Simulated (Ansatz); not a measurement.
**BGaH4O (SMILES [BH2][GaH][OH]): single points off equilibrium**

An exercise on one series of results from a longer session: the logs are not shown, and one member is left open.

The runs use Ansatz 0.2.0, Gaussian basis; single points in def2-TZVPP.

Correlated methods freeze the cores. Filled d shells of the heavier atoms are correlated.

## The starting structure

SMILES `[BH2][GaH][OH]`, 7 atoms, charge 0, spin multiplicity 1.

Atoms are counted from 1 here; the program's logs count them from 0.

Bond lengths: B1–Ga2 2.241 Å, B1–H4 1.361 Å, B1–H5 1.064 Å, Ga2–O3 1.686 Å, Ga2–H6 1.450 Å, O3–H7 1.001 Å. Angles: Ga2–B1–H4 114.9°, Ga2–B1–H5 125.1°, H4–B1–H5 117.4°, B1–Ga2–O3 98.1°, B1–Ga2–H6 138.4°, O3–Ga2–H6 122.9°, Ga2–O3–H7 140.8°.

As a file:

| atom | x (Å) | y (Å) | z (Å) |
| --- | --- | --- | --- |
| B1 | -1.44740 | 0.08380 | 0.02350 |
| Ga2 | 0.72880 | 0.14300 | 0.55620 |
| O3 | 1.35720 | -0.14610 | -0.98150 |
| H4 | -2.04040 | -1.13220 | 0.16900 |
| H5 | -2.08420 | 0.93380 | -0.04250 |
| H6 | 1.55230 | 0.17630 | 1.74880 |
| H7 | 2.21420 | -0.08090 | -1.49460 |

Set-up of the first run:

run/in.yaml reads:

```yaml
crystal:
  periodic: [false, false, false]
  atoms:
    - {symbol: B, position_ang: [-1.447400, 0.083800, 0.023500]}
    - {symbol: Ga, position_ang: [0.728800, 0.143000, 0.556200]}
    - {symbol: O, position_ang: [1.357200, -0.146100, -0.981500]}
    - {symbol: H, position_ang: [-2.040400, -1.132200, 0.169000]}
    - {symbol: H, position_ang: [-2.084200, 0.933800, -0.042500]}
    - {symbol: H, position_ang: [1.552300, 0.176300, 1.748800]}
    - {symbol: H, position_ang: [2.214200, -0.080900, -1.494600]}
basis:
  gaussian: {orbitals: def2-TZVPP}
correlation: {method: ccsd_t}
output: {forces: true}
```

The command line of these runs was not kept.

Among the steps run: CCSD(T)/def2-TZVPP; PBE0-D4/def2-TZVPP; wB97M-V/def2-TZVPP; r2SCAN-D4/def2-TZVPP; PBE-D4/def2-TZVPP; BHLYP-D4/def2-TZVPP; CAM-B3LYP-D4/def2-TZVPP.

One table of the session follows, with a row left open; its other results are not shown here.

```
      method  RMS force component (eV/Å)  angle to CCSD(T) forces (°)  dipole (D)
     CCSD(T)                       2.386                    reference        1.42
     PBE0-D4                       2.389                          1.2        1.35
     wB97M-V                       2.376                          1.6        1.43
   r2SCAN-D4                       2.346                          1.4        1.31
      PBE-D4                       2.348                          4.4        1.28
    BHLYP-D4                       2.425                          4.5        1.44
CAM-B3LYP-D4                           ?                            ?           ?
```

**Question.** Estimate the row for CAM-B3LYP-D4.

As computed: RMS force component (eV/Å): 2.361; angle to CCSD(T) forces (°): 1.5; dipole (D): 1.40. In the column «RMS force component (eV/Å)» it lies between PBE-D4 (2.348) and wB97M-V (2.376).
